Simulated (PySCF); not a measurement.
# Cl4Sn (SnCl4): the cost of one run

Programs: PySCF 2.14.0, with routines of our own; each step states its level. All values are computed. Atoms count from 0.

### Step 1. The system as given

5 atoms, charge 0, multiplicity 1; geometry from: GFN2-xTB.

### Step 2. Relaxing the molecule at PBE0-D3(BJ)/def2-SVP

Job settings and geometry (Å):

```
{"job": {"xc": "PBE0", "basis": "def2-SVP", "d3": "d3bj", "grid": 1, "maxiter": 30, "shake": 0.03, "kind": "geom"}, "charge": 0, "multiplicity": 1}
Sn     0.059930    -0.075840     0.011360
Cl    -0.006120    -0.031490     2.311030
Cl     2.120820     0.003220    -0.808040
Cl    -1.000330     1.901680    -0.763820
Cl    -1.099450    -1.908050    -0.812650
```

Command:

```sh
$ OMP_NUM_THREADS=1 python heavy_run.py task.json out
```

The driver reads the jobs from task.json and runs them one after another.

**Question.** How long does this first job take on 1 thread of Arm Neoverse V2, shared host, and how much memory does it need?

About 41 s, with a peak of 0.4 GiB.
